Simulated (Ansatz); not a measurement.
# C2H5NSi: Born-Oppenheimer dynamics

What does C2H5NSi do in its first 50 fs with a Langevin thermostat, with the temperature set to 700 K?

Program: Ansatz 0.2.0, Gaussian basis. Level of theory: r2SCAN/6-31G* with rVV10 dispersion. These are calculated values, not measurements.

## Step 1: The relaxed structure

The structure was relaxed beforehand with PBE0-D4 in a triple-zeta def2 set.

SMILES `C1=N[SiH2]C1`, 9 atoms, charge 0, spin multiplicity 1.

Atoms are counted from 1 here; the program's logs count them from 0.

Bond lengths: C1–N2 1.282 Å, C1–C4 1.518 Å, C1–H5 1.098 Å, N2–Si3 1.783 Å, Si3–C4 1.888 Å, Si3–H6 1.486 Å, Si3–H7 1.486 Å, C4–H8 1.092 Å, C4–H9 1.092 Å. Angles: N2–C1–C4 113.2°, N2–C1–H5 122.5°, C4–C1–H5 124.2°, C1–N2–Si3 88.9°, N2–Si3–C4 79.2°, N2–Si3–H6 115.0°, N2–Si3–H7 115.0°, C4–Si3–H6 118.0°, C4–Si3–H7 118.0°, H6–Si3–H7 109.1°, C1–C4–Si3 78.6°, C1–C4–H8 114.1°, C1–C4–H9 114.1°, Si3–C4–H8 119.1°, Si3–C4–H9 119.1°, H8–C4–H9 108.9°.

## Step 2: The run

File in.yaml:

```yaml
crystal:
  periodic: [false, false, false]
  atoms:
    - {symbol: C, position_ang: [0.246881, -0.887841, -0.757705]}
    - {symbol: N, position_ang: [0.687179, 0.160561, -1.350787]}
    - {symbol: Si, position_ang: [0.153696, 1.133373, 0.045132]}
    - {symbol: C, position_ang: [-0.368058, -0.594658, 0.599368]}
    - {symbol: H, position_ang: [0.316120, -1.889838, -1.201284]}
    - {symbol: H, position_ang: [-0.914856, 2.123323, -0.250437]}
    - {symbol: H, position_ang: [1.246403, 1.805481, 0.795734]}
    - {symbol: H, position_ang: [-1.431826, -0.831949, 0.666818]}
    - {symbol: H, position_ang: [0.152862, -1.064753, 1.436062]}
basis:
  gaussian: {orbitals: "6-31G*"}
hamiltonian: {xc: {name: r2SCAN}, dispersion: rvv10}
md: {timestep: 1 fs, n_steps: 50, ensemble: nvt_langevin, temperature: 700, initial_velocities: maxwell_boltzmann, friction: 0.01, seed: 540}
```

Command:

```sh
$ ansatz run in.yaml --threads 2 --pin off --events-out ev --progress --plain --max-ram 4352MiB
```

The program printed (excerpt; [...] marks lines left out):

```text
Functional definition: r2SCAN+rVV10
  name "r2SCAN+rVV10"
  cite "Furness, Kaplan, Ning, Perdew & Sun, J. Phys. Chem. Lett. 11, 8208 (2020) doi:10.1021/acs.jpclett.0c02405"
  cite "Furness, Kaplan, Ning, Perdew & Sun, J. Phys. Chem. Lett. 11, 9248 (2020) doi:10.1021/acs.jpclett.0c03077"
  cite "Vydrov & Van Voorhis, J. Chem. Phys. 133, 244103 (2010) doi:10.1063/1.3521275"
  cite "Sabatini, Gorni & de Gironcoli, Phys. Rev. B 87, 041108(R) (2013) doi:10.1103/PhysRevB.87.041108"
  cite "Ning et al., Phys. Rev. B 106, 075422 (2022) doi:10.1103/PhysRevB.106.075422"
  parent "r2scan"
[...]
932 factors; their error is unknown
[...]
mean field -11516.96744756 eV, -423.2407472169 hartree, gradient 2.2e-5 eV, S^2 0.000000; 0 other end points of the search recorded, 0 dependent functions left out
[...]
reference -11516.96745592 eV, -423.2407475240 hartree; 19, 19 occupied and 55, 55 virtual orbitals, 932 factors
md step     0: t =     0.00 fs  T =   622.2 K  F+E_penalty+E_count = -11516.96744756 eV  E_kin = 0.723856 eV  (26 SCF iters)
[...]
md step    12: t =    12.00 fs  T =   212.5 K  F+E_penalty+E_count = -11516.48672266 eV  E_kin = 0.247221 eV  (31 SCF iters)
[...]
md step    24: t =    24.00 fs  T =   359.8 K  F+E_penalty+E_count = -11516.66896744 eV  E_kin = 0.418554 eV  (30 SCF iters)
[...]
md step    36: t =    36.00 fs  T =   439.6 K  F+E_penalty+E_count = -11516.62404677 eV  E_kin = 0.511367 eV  (30 SCF iters)
[...]
md step    48: t =    48.00 fs  T =   310.1 K  F+E_penalty+E_count = -11516.60510191 eV  E_kin = 0.360791 eV  (31 SCF iters)
[...]
md step    49: t =    49.00 fs  T =   236.9 K  F+E_penalty+E_count = -11516.52508235 eV  E_kin = 0.275633 eV  (49 SCF iters)
[...]
md step    50: t =    50.00 fs  T =   193.6 K  F+E_penalty+E_count = -11516.50108583 eV  E_kin = 0.225239 eV  (49 SCF iters)
Total energy: -11516.50109426 eV, -423.2236090491 hartree
Atom 0 at     0.083928    -0.971395    -0.683139 Å, force    -0.115925     2.036536    -0.468051 eV/Å
Atom 1 at     0.563484     0.038837    -1.385126 Å, force    -0.344437    -1.284481     1.132556 eV/Å
Atom 2 at     0.063937     1.172324    -0.050508 Å, force    -1.384320     0.706702    -2.480059 eV/Å
Atom 3 at    -0.498959    -0.453484     0.699360 Å, force     1.661919    -2.060231     0.621084 eV/Å
Atom 4 at     0.057960    -2.009602    -1.095634 Å, force    -0.052149     0.402863     0.474149 eV/Å
Atom 5 at    -1.138259     2.053940    -0.716012 Å, force     1.243986    -0.872850     1.119726 eV/Å
Atom 6 at     1.129612     2.100707     0.350520 Å, force     0.216958     0.098173     0.536164 eV/Å
Atom 7 at    -1.575936    -0.592954     0.826637 Å, force    -0.054731    -0.170992     0.136236 eV/Å
Atom 8 at     0.096995    -0.988420     1.549850 Å, force    -1.171300     1.144280    -1.071805 eV/Å
Dipole moment:    -0.177050    -0.159617     0.536825 e Å
```

It took 3.5 min on 2 threads of Arm Neoverse V1, shared host.

## Step 3: Frames and traces

Every 4 steps, with energies from the start:

| time (fs) | T (K) | potential (meV) | Si3–H6 (Å) |
| --- | --- | --- | --- |
| 0.0 | 622 | 0.0 | 1.486 |
| 4.0 | 315 | 370.4 | 1.665 |
| 8.0 | 347 | 384.5 | 1.531 |
| 12.0 | 213 | 480.7 | 1.351 |
| 16.0 | 473 | 218.8 | 1.540 |
| 20.0 | 294 | 443.5 | 1.674 |
| 24.0 | 360 | 298.5 | 1.498 |
| 28.0 | 248 | 468.6 | 1.359 |
| 32.0 | 439 | 282.7 | 1.594 |
| 36.0 | 440 | 343.4 | 1.659 |
| 40.0 | 434 | 279.3 | 1.426 |
| 44.0 | 436 | 244.6 | 1.412 |
| 48.0 | 310 | 362.3 | 1.605 |

Positions (Å) and forces (eV/Å) at 50.0 fs:

```xyz
9

C     0.084   -0.971   -0.683   -0.116    2.037   -0.468
N     0.563    0.039   -1.385   -0.344   -1.284    1.133
Si    0.064    1.172   -0.051   -1.384    0.707   -2.480
C    -0.499   -0.453    0.699    1.662   -2.060    0.621
H     0.058   -2.010   -1.096   -0.052    0.403    0.474
H    -1.138    2.054   -0.716    1.244   -0.873    1.120
H     1.130    2.101    0.351    0.217    0.098    0.536
H    -1.576   -0.593    0.827   -0.055   -0.171    0.136
H     0.097   -0.988    1.550   -1.171    1.144   -1.072
```

## Step 4: Summary of results

```
                         quantity                          value
                           length             50 steps of 1.0 fs
temperature, first and last frame                     622, 194 K
         temperature, second half  mean 374 K, from 194 to 569 K
           swing of the potential                        509 meV
                  range of Si3–H6               1.351 to 1.676 Å
```

From 622 K at the start the temperature swings between 194 and 622 K: with 9 atoms it has no steady value yet; starting near a minimum, about half of the kinetic energy flows into the potential. The first value differs from the one set because the log counts other degrees of freedom than the draw of velocities did. Si3–H6 swings most, by 0.32 Å; no bond breaks. A run of 50 fs gives no averages.
